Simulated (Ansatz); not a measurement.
# GeP₂H (doublet): wave-function methods side by side at a displaced geometry (v1), cc-pVDZ

The task here is to estimate one member of a computed series from the others.

Program: Ansatz 0.2.0, Gaussian basis. Level of theory: cc-pVDZ, core rule «outside noble gas», up to 24 orbitals frozen. These are calculated values, not measurements.

Plan: UHF; CCSD(T) on ROHF; CCSD(T) on UHF; BCCD(T) on ROHF; CISD; CCSDT(Q) on ROHF; CCSDT(Q) on UHF.

27 further runs of the same task are left out: 13 that didn't finish, 14 set aside as unsound or not needed.

**The system**

The geometry is a PBE0/def2-TZVP stationary point (not a proven minimum) with its atoms shifted at random (size 0.040 Å). No spin-orbit coupling is included. The filled d shell of Ge may be among the frozen orbitals whatever the setting's name suggests; the logs give the count.

4 atoms, charge 0, spin multiplicity 2.

Atoms are counted from 1 here; the program's logs count them from 0.

Bond lengths: Ge1–P2 2.395 Å, Ge1–H4 1.582 Å, P2–P3 1.967 Å. Angles: P2–Ge1–H4 91.1°, Ge1–P2–P3 91.1°.

Set-up of the first run:

in.yaml

```yaml
crystal:
  periodic: [false, false, false]
  atoms:
    - {symbol: Ge, position_ang: [-0.010162, -0.194813, 1.169890]}
    - {symbol: P, position_ang: [-0.010995, 1.041743, -0.880828]}
    - {symbol: P, position_ang: [0.036969, -0.622053, -1.928293]}
    - {symbol: H, position_ang: [-0.065808, 1.142738, 2.012210]}
basis:
  gaussian: {orbitals: cc-pVDZ}
magnetization: {spin_polarized: true, initial_magnetization: 1}
hamiltonian: {xc: hf}
output: {orbitals: {seedname: orbitals}}
```

Launch:

```console
$ ansatz run in.yaml --threads 1 --pin off --events-out ev --progress --plain --max-ram 2393MiB
```

Among the steps run: UHF; CCSD(T) on ROHF; CCSD(T) on UHF; BCCD(T) on ROHF; CISD; CCSDT(Q) on ROHF; CCSDT(Q) on UHF.

One of the session's tables, all rows but one given; the rest of the session is left out.

It belongs to the step «Misses and costs». 

```
   method  from RCCSDT(Q) (kcal/mol)
     ROHF                    +219.03
      UHF                    +212.14
     RMP2                     +36.97
     UMP2                          ?
     CISD                     +39.73
    RCCSD                     +11.93
    UCCSD                     +12.04
 RCCSD(T)                      +1.89
 UCCSD(T)                      +2.57
  BCCD(T)                      +1.83
   RCCSDT                      +0.99
   UCCSDT                      +1.00
RCCSDT(Q)                          0
UCCSDT(Q)                      -0.08
```

**Question.** Estimate the row for UMP2.

**Answer.** from RCCSDT(Q) (kcal/mol): +47.80. In the column «from RCCSDT(Q) (kcal/mol)» it lies between CISD (+39.73) and UHF (+212.14).

To keep in mind: The determinant is far from a pure spin state, so its energy mixes those of several spin states (harmless only where they are near-degenerate, as at dissociation). Restricted and unrestricted rows rest on different reference determinants; where their highest levels disagree by more than a few hundredths of an eV, they describe different states and don't form one ladder.
